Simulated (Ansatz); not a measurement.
**GaHSF2 (SMILES [F][Ga]([F])[SH]) at PBE-QIDH-D4/aug-cc-pVTZ (damping of pbe)**

Aim: the energy change on altering one bond length of GaHSF2 at PBE-QIDH-D4/aug-cc-pVTZ (damping of pbe), from 2 runs. 

Program for the calculation: Ansatz 0.2.0.

1 further run of the same task is left out (set aside as unsound or not needed).

**1. The structure to begin with**

GaHSF2: 5 atoms, total charge 0, spin state singlet. SMILES: `[F][Ga]([F])[SH]`. The shape is that of a PBE0-D4/def2-TZVP optimisation.

Bond lengths: F1–Ga2 1.736 Å, Ga2–F3 1.739 Å, Ga2–S4 2.163 Å, S4–H5 1.345 Å. Angles: F1–Ga2–F3 115.1°, F1–Ga2–S4 122.4°, F3–Ga2–S4 122.5°, Ga2–S4–H5 91.6°.

**2. The energy at PBE-QIDH-D4/aug-cc-pVTZ (damping of pbe)**

job.yaml reads:

```yaml
basis:
  gaussian:
    orbitals: aug-cc-pVTZ
    final_grid:
      core_spheres: 20
      valence_spheres: 16
      degree: 47
crystal:
  periodic: [false, false, false]
  atoms:
    - symbol: F
      position_ang: [-0.326400, -1.486100, 1.658600]
    - symbol: Ga
      position_ang: [0.142700, -0.389000, 0.397700]
    - symbol: F
      position_ang: [1.855700, -0.271200, 0.121400]
    - symbol: S
      position_ang: [-1.298500, 0.749200, -0.745600]
    - symbol: H
      position_ang: [-0.323600, 1.323500, -1.473600]
hamiltonian:
  xc: {name: PBE-QIDH}
  dispersion: {method: d4, functional: pbe}
  pseudopotentials:
    relativity: none
correlation:
  electrons: outside_noble_gas
scf:
  lower_state_search: light
```

On the command line:

```bash
$ ansatz run job.yaml --threads 1 --pin off --max-ram 2610MiB --events-out events.jsonl --progress --plain --runs-dir runs
```

Output:

```text
Warning: RAYON_NUM_THREADS=1 ignored (pool sized by the plan → 1); use --threads N
Functional definition: PBE-QIDH
  name "PBE-QIDH"
  parameter a = 3^(-1/3)
  parameter c = 1/3
  exchange = (1 - a)*pbe_x + a*exact_x
  correlation = (1 - c)*pbe_c + c*(mp2_os + mp2_ss)
1370 factors; integrals over basis functions are off by at most 7.0e-4 eV
mean field evaluation 1: about -68629.9849 eV, gradient 4.8e1 eV
mean field evaluation 2: about -68630.0616 eV, gradient 4.8e1 eV
mean field evaluation 4: about -68633.6251 eV, gradient 1.8e0 eV
mean field evaluation 8: about -68633.6449 eV, gradient 1.8e-1 eV
mean field evaluation 16: about -68633.6451 eV, gradient 2.3e-4 eV
mean field -68633.64505008 eV, -2522.2399340351 hartree, gradient 3.5e-6 eV, S^2 0.000000; 0 other end points of the search recorded, 0 dependent functions left out
21 core orbitals not correlated, not the lowest: weight in the atoms' cores, before any rotation towards them, 0.937 or more for the frozen orbitals, at most 0.054 for the correlated occupied ones
reference -68633.64506638 eV, -2522.2399346339 hartree; 12, 12 occupied and 191, 191 virtual orbitals, 1370 factors
second order -23.64990084 eV of doubles, -0.00000000 eV of singles
Total energy: -68641.62992614 eV, -2522.5333728179 hartree
```

Wall time 14 s (1 thread of Intel Xeon 6975P-C (Granite Rapids), shared host); peak memory 0.62 GiB.

**3. The distorted shape, same level**

Edit job.yaml of step 2 so:

```diff
@@ -11,7 +11,7 @@
     - symbol: F
-      position_ang: [-0.326400, -1.486100, 1.658600]
+      position_ang: [0.250104, -1.941399, 2.115939]
     - symbol: Ga
-      position_ang: [0.142700, -0.389000, 0.397700]
+      position_ang: [0.719204, -0.844299, 0.855039]
     - symbol: F
-      position_ang: [1.855700, -0.271200, 0.121400]
+      position_ang: [2.432204, -0.726499, 0.578739]
     - symbol: S
```

On the command line:

```bash
$ ansatz run job.yaml --threads 1 --pin off --max-ram 2610MiB --events-out events.jsonl --progress --plain --runs-dir runs
```

Output, cut to the lines that bear on the results:

```text
Warning: RAYON_NUM_THREADS=1 ignored (pool sized by the plan → 1); use --threads N
[... 2 set-up lines as earlier in the session ...]
[...]
1374 factors; integrals over basis functions are off by at most 6.8e-4 eV
[...]
mean field -68631.27351279 eV, -2522.1527816469 hartree, gradient 5.1e-6 eV, S^2 0.000000; 0 other end points of the search recorded, 0 dependent functions left out; unrestricted orbitals would lower it
21 core orbitals not correlated, not the lowest: weight in the atoms' cores, before any rotation towards them, 0.934 or more for the frozen orbitals, at most 0.058 for the correlated occupied ones
reference -68631.27353116 eV, -2522.1527823220 hartree; 12, 12 occupied and 191, 191 virtual orbitals, 1374 factors
second order -24.04238082 eV of doubles, -0.00000000 eV of singles
Total energy: -68639.37394791 eV, -2522.4504671470 hartree
```

Wall time 13 s (1 thread of Intel Xeon 6975P-C (Granite Rapids), shared host); peak memory 0.59 GiB.

**4. Outcome**

At PBE-QIDH-D4/aug-cc-pVTZ (damping of pbe), 21 core orbitals frozen:

```
                                                          quantity           value
                                         first shape: total energy  -2522.53337 Eh
                                    first shape: dispersion energy    -9.80 kJ/mol
                                     distorted shape: total energy  -2522.45047 Eh
                                distorted shape: dispersion energy    -8.33 kJ/mol
energy change with the Ga2–S4 bond stretched from 2.163 to 3.029 Å        2.256 eV
```

With the Ga2–S4 bond stretched from 2.163 to 3.029 Å the energy rises by 2.26 eV (218 kJ/mol). The first shape isn't relaxed at this level, so the change isn't measured from a minimum. The restricted solution (distorted shape) is unstable to spin breaking: an unrestricted one lies lower.
